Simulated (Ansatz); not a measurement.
# CeO2 (Fm-3m): equation of state

An exercise on one series of results from a longer session: the logs are not shown, and one member is left open.

Method: DFT PBEsol, scalar-relativistic, plane waves, PAW, in Ansatz 0.2.0.

## Starting point

It takes space group Fm-3m (No. 225, cubic). Conventional cell: a = 5.398 Å, b = 5.398 Å, c = 5.398 Å, α = 90.00°, β = 90.00°, γ = 90.00°. Ce (site symmetry m-3m) has 8 O at 2.34 Å as nearest neighbours. O (site symmetry -43m) has 4 Ce at 2.34 Å as nearest neighbours.

Structure file:

```cif
data_structure
_symmetry_space_group_name_H-M 'Fm-3m'
_symmetry_Int_Tables_number 225
_cell_length_a 5.3980
_cell_length_b 5.3980
_cell_length_c 5.3980
_cell_angle_alpha 90.000
_cell_angle_beta 90.000
_cell_angle_gamma 90.000
_cell_volume 157.29
loop_
_atom_site_label
_atom_site_type_symbol
_atom_site_symmetry_multiplicity
_atom_site_Wyckoff_symbol
_atom_site_fract_x
_atom_site_fract_y
_atom_site_fract_z
_atom_site_occupancy
Ce1 Ce 4 a 0.00000 0.00000 0.00000 1
O1 O 8 c 0.25000 0.75000 0.75000 1
```

An earlier run at PBEsol left this cell at 13.108 Å³/atom and 0.00 GPa (12×12×12 mesh).

Volume factors to run: 0.980, 1.020, 0.960, 1.040.

The first run:

input.yaml

```yaml
crystal:
  lattice:
    - [0.0, 2.6808950747, 2.6808950747]
    - [2.6808950747, 0.0, 2.6808950747]
    - [2.6808950747, 2.6808950747, 0.0]
  atoms:
    - { symbol: Ce, position: [0.0, 0.0, 0.0] }
    - { symbol: O, position: [0.25, 0.25, 0.25] }
    - { symbol: O, position: [0.75, 0.75, 0.75] }
basis:
  ecutwfc: 420
  ecutrho_ratio: 4
kpoints:
  mp_grid: { grid: [12, 12, 12] }
hamiltonian:
  xc: pbesol
scf:
  occupations: { method: gaussian, width: 0.05 }
output:
  forces: true
  stress: true
  eigenvalues: true
```

Started as:

```console
$ ansatz run input.yaml --threads 1 --pin off --max-ram 2560MiB --backend cpu --events-out ev --progress --plain --runs-dir out
```

Steps of the session up to this table: Volume × 0.980; Volume × 1.020; Volume × 0.960; At 1.040 of the relaxed volume.

One table of the session follows, with a row left open; its other results are not shown here.

It belongs to the step «Energy and pressure against volume». 

| volume (Å³/atom) | energy (meV/atom) | pressure (GPa) | gap (eV) |
| --- | --- | --- | --- |
| 12.583 | 13.58 | 8.60 | 2.11 |
| 12.845 | ? | ? | ? |
| 13.108 | 0.00 | 0.00 | 1.99 |
| 13.370 | 3.06 | -3.64 | 1.94 |
| 13.632 | 11.71 | -6.91 | 1.88 |

Q: Estimate the row for volume (Å³/atom) = 12.845 from the others.

Worked estimate for «energy (meV/atom)». A straight line through the neighbours (12.583, 13.58) and (13.108, 0.00) gives 13.58 + (0.00 − 13.58) × (12.845 − 12.583) / (13.108 − 12.583) = 6.80; a parabola fitted to 3 rows on both sides gives 3.52.

**Answer.** energy (meV/atom): 3.29; pressure (GPa): 4.07; gap (eV): 2.05. In «energy (meV/atom)» the line misses by +3.51 and the parabola by +0.23.
